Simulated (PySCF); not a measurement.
# TlC: from the state search to spectroscopic constants

One job finds the state of TlC, follows it along the bond with each method and fits the curves.

The runs use PySCF 2.14.0; Tl def2-TZVPP with ECP60, C def2-TZVPP, scalar-relativistic core potentials.

### Step 1. Input

A driver script around PySCF takes these settings:

```yaml
atoms: Tl, C
charge: 0
basis: Tl def2-TZVPP with ECP60, C def2-TZVPP
Hamiltonian: scalar-relativistic core potentials
basis_functions: 81
electrons_treated: 27
masses_in_u: 204.9744, 12.0000
levels: PBE0, PBE, r²SCAN, MN15, r²SCANh, PW91, BP86, LC-ωPBE, HF, MP2, SCS-MP2, CCSD, CCSD(T)
grid: 80 radial by 434 angular points
occupations: held fixed by the projection of orbital angular momentum
dissociation_limit: Tl + C, each in its ground configuration
starting_distance_in_angstrom: 2.140
values_of_2S_to_try: 1, 3
```

Launch:

```
$ OMP_NUM_THREADS=1 python dia.py task.json out
```

After this run come: The PBE0 curve of the state that the search chose; Other states along the same grid; PBE (GGA); r²SCAN (meta-GGA); MN15 (hybrid meta-GGA); r²SCANh (hybrid meta-GGA); PW91; BP86; LC-ωPBE (range-separated hybrid); UHF; Adding correlation.

**Question.** What will these runs give? Wanted: for each run, Re; ωe; De; μ.

**Answer**, as computed:

Lowest PBE0 solution found, without spin–orbit coupling: ⁴Σ⁻ (quartet), unpaired electrons σ ↑, π ↑↑. State 2 has its PBE0 minimum 0.57 eV higher, as a spin-mixed determinant (⟨S²⟩ = 1.77), so this is no gap between pure states. State 3 has its PBE0 minimum 0.61 eV higher, as a spin-mixed determinant (⟨S²⟩ = 1.76), so this is no gap between pure states. State 4 has its PBE0 minimum 1.62 eV higher. The other levels ran on the lowest alone.

```
      level  Re (Å)  ωe (cm⁻¹)  De (eV)  μ (D)
        UHF   2.314        431     1.76  -3.68
    UHF-MP2   2.277        445     2.61    n/a
UHF-SCS-MP2   2.287        439     2.30    n/a
   UHF-CCSD   2.285        437     2.44    n/a
UHF-CCSD(T)   2.282        438     2.56    n/a
        PBE   2.285        408     3.02  -3.10
       PW91   2.284        410     3.04  -3.10
       BP86   2.287        407     2.94  -3.09
     r²SCAN   2.269        429     2.92  -3.14
    r²SCANh   2.266        435     2.83  -3.19
       PBE0   2.267        431     2.80  -3.29
       MN15   2.261        431     2.71  -3.21
    LC-ωPBE   2.246        452     2.67  -3.42
```

De is counted to Tl + C in their ground configurations. A positive dipole means Tl(−)C(+).

Differences from CCSD(T) in the same basis:

```
      level  Re (mÅ)  ωe (%)
        UHF      +32    -1.6
    UHF-MP2       -4    +1.7
UHF-SCS-MP2       +6    +0.3
   UHF-CCSD       +4    -0.1
        PBE       +3    -6.7
       PW91       +2    -6.4
       BP86       +6    -7.1
     r²SCAN      -12    -1.9
    r²SCANh      -16    -0.7
       PBE0      -14    -1.5
       MN15      -21    -1.4
    LC-ωPBE      -36    +3.2
```

**Reading.** Judged by CCSD(T) in the same basis: best bond length PW91 (+2 mÅ), worst LC-ωPBE (-36 mÅ); best wavenumber UHF-CCSD (-0.1 %), worst BP86 (-7.1 %). Among the levels with a De in the table, it runs from 1.76 eV (UHF) to 3.04 eV (PW91).

Correlated steps freeze 5 core orbitals. These are scalar-relativistic numbers at best; spin–orbit coupling would shift them, the dissociation energy most. With spin–orbit coupling the term label itself may not hold.
